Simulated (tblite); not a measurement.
# C7H11BO: the cost of one run

The runs use tblite 0.8.0 and PySCF 2.14.0, with density-fitted response routines of our own; the level of theory stands in each step. All values are computed, except where a source is named. Atoms count from 0, in the outputs and in this text.

**1. The molecule as given**

20 atoms, charge 0, multiplicity 1; geometry from: force field or distance geometry start.

Bonds of the start (Å): B0–C1 1.60, C1–C2 1.55, C2–O3 1.40, O3–C4 1.41, C1–C5 1.51, C5–C6 1.32, C6–C7 1.44, C7–C8 1.32, C8–C1 1.49, B0–H9 1.18, B0–H10 1.18, C2–H11 1.11, C2–H12 1.11, C4–H13 1.10, C4–H14 1.11, C4–H15 1.11, C5–H16 1.09, C6–H17 1.09, C7–H18 1.09, C8–H19 1.08.

**2. Geometry optimisation with GFN2-xTB**

The job: settings as JSON, then the geometry in Å.

```
{"job": {"kind": "relax", "xc": "GFN2-xTB", "basis": "xTB"}, "charge": 0, "multiplicity": 1}
B     -0.860100     1.672500     0.780400
C     -0.616100     0.334400    -0.059200
C      0.885200     0.132000    -0.390700
O      1.637000     0.032100     0.783800
C      2.996900    -0.144200     0.469500
C     -1.172500    -0.859700     0.675600
C     -2.129300    -1.426600    -0.032200
C     -2.303500    -0.686200    -1.259600
C     -1.449000     0.315200    -1.289300
H     -0.806700     2.708800     0.218300
H     -0.593000     1.690600     1.927900
H      1.215600     1.003000    -0.999800
H      0.979500    -0.786900    -1.000300
H      3.585600    -0.230900     1.398800
H      3.156300    -1.067000    -0.120100
H      3.385800     0.739300    -0.082800
H     -0.831300    -1.213600     1.647100
H     -2.689100    -2.311200     0.274400
H     -3.025000    -0.917500    -2.036800
H     -1.371400     1.026700    -2.101200
```

Launch:

```console
OMP_NUM_THREADS=1 python probes_run.py task.json out
```

One launch serves the whole session: the jobs run in the order shown.

**Question.** How long does this first job take on 1 thread of AMD EPYC, shared host, and how much memory does it need?

About 2.7 s, with a peak of 0.18 GiB.
